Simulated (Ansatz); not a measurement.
**C₄H₁₁AlO: basis-set convergence**

An exercise on one series of results from a longer session: the logs are not shown, and one member is left open.

Computed with Ansatz 0.2.0, Gaussian basis. Level: one geometry, several basis sets.

Levels to be run: PBE0-D4/def2-SVP; ωB97M-V/def2-SVP; PBE0-D4/def2-QZVPP; ωB97M-V/def2-QZVPP; the functionals' def2-TZVPP values are taken from earlier runs.

1 further run of the same task is left out (it didn't finish). Runs told in other sessions of the task aren't counted.

## Structure used throughout

All runs share one geometry, relaxed beforehand with PBE0-D4 in a triple-zeta def2 set.

SMILES `[AlH3-][O+]1CCCC1`, 17 atoms, charge 0, spin multiplicity 1.

Atoms are counted from 1 here; the program's logs count them from 0.

Bond lengths: Al1–O2 1.965 Å, Al1–H7 1.608 Å, Al1–H8 1.600 Å, Al1–H9 1.600 Å, O2–C3 1.439 Å, O2–C6 1.439 Å, C3–C4 1.521 Å, C3–H10 1.088 Å, C3–H11 1.095 Å, C4–C5 1.543 Å, C4–H12 1.090 Å, C4–H13 1.090 Å, C5–C6 1.521 Å, C5–H14 1.090 Å, C5–H15 1.090 Å, C6–H16 1.088 Å, C6–H17 1.095 Å. Angles: O2–Al1–H7 98.6°, O2–Al1–H8 99.3°, O2–Al1–H9 99.3°, H7–Al1–H8 116.8°, H7–Al1–H9 116.7°, H8–Al1–H9 119.2°, Al1–O2–C3 118.9°, Al1–O2–C6 118.9°, C3–O2–C6 106.2°, O2–C3–C4 104.2°, O2–C3–H10 107.1°, O2–C3–H11 108.3°, C4–C3–H10 115.2°, C4–C3–H11 112.3°, H10–C3–H11 109.3°, C3–C4–C5 104.4°, C3–C4–H12 111.0°, C3–C4–H13 110.6° and more.

Set-up of the first run:

in.yaml reads:

```yaml
crystal:
  periodic: [false, false, false]
  atoms:
    - {symbol: Al, position_ang: [-0.327645, 0.401945, 2.489224]}
    - {symbol: O, position_ang: [-0.357921, 0.145184, 0.541098]}
    - {symbol: C, position_ang: [-0.094187, -1.164637, 0.007773]}
    - {symbol: C, position_ang: [-0.136740, -0.969364, -1.499551]}
    - {symbol: C, position_ang: [0.181633, 0.526266, -1.702204]}
    - {symbol: C, position_ang: [0.361062, 1.071176, -0.293022]}
    - {symbol: H, position_ang: [1.234229, 0.119480, 2.745895]}
    - {symbol: H, position_ang: [-0.804704, 1.927590, 2.556801]}
    - {symbol: H, position_ang: [-1.346727, -0.754448, 2.918177]}
    - {symbol: H, position_ang: [-0.854376, -1.831852, 0.409351]}
    - {symbol: H, position_ang: [0.892377, -1.486312, 0.358086]}
    - {symbol: H, position_ang: [0.581240, -1.620695, -1.997868]}
    - {symbol: H, position_ang: [-1.126587, -1.206446, -1.889621]}
    - {symbol: H, position_ang: [-0.642963, 1.028618, -2.207890]}
    - {symbol: H, position_ang: [1.081030, 0.684114, -2.297409]}
    - {symbol: H, position_ang: [-0.068676, 2.055932, -0.120132]}
    - {symbol: H, position_ang: [1.410052, 1.073350, 0.021490]}
basis:
  gaussian: {orbitals: def2-SVP}
hamiltonian: {xc: pbe0, dispersion: d4}
output: {orbitals: {seedname: orbitals}}
```

Launch:

```sh
ansatz run in.yaml --threads 4 --pin off --events-out ev --progress --plain --max-ram 11315MiB
```

Steps of the session up to this table: PBE0-D4 in def2-SVP; ωB97M-V in def2-SVP; PBE0-D4 in def2-QZVPP; ωB97M-V in def2-QZVPP.

One table of the session follows, with a row left open; its other results are not shown here.

It belongs to the step «Density functionals: the series». 

| functional | basis | HOMO (eV) | LUMO (eV) |
| --- | --- | --- | --- |
| PBE0-D4 | def2-SVP | -7.22 | 0.57 |
| PBE0-D4 | def2-TZVPP | ? | ? |
| PBE0-D4 | def2-QZVPP | -7.29 | -0.01 |
| ωB97M-V | def2-SVP | -9.41 | 2.27 |
| ωB97M-V | def2-TZVPP | -9.52 | 1.71 |
| ωB97M-V | def2-QZVPP | -9.54 | 1.18 |

Q: Estimate the row for PBE0-D4, def2-TZVPP from the others.

As computed: HOMO (eV): -7.28; LUMO (eV): 0.23. In the column «HOMO (eV)» it lies between PBE0-D4, def2-QZVPP (-7.29) and PBE0-D4, def2-SVP (-7.22).
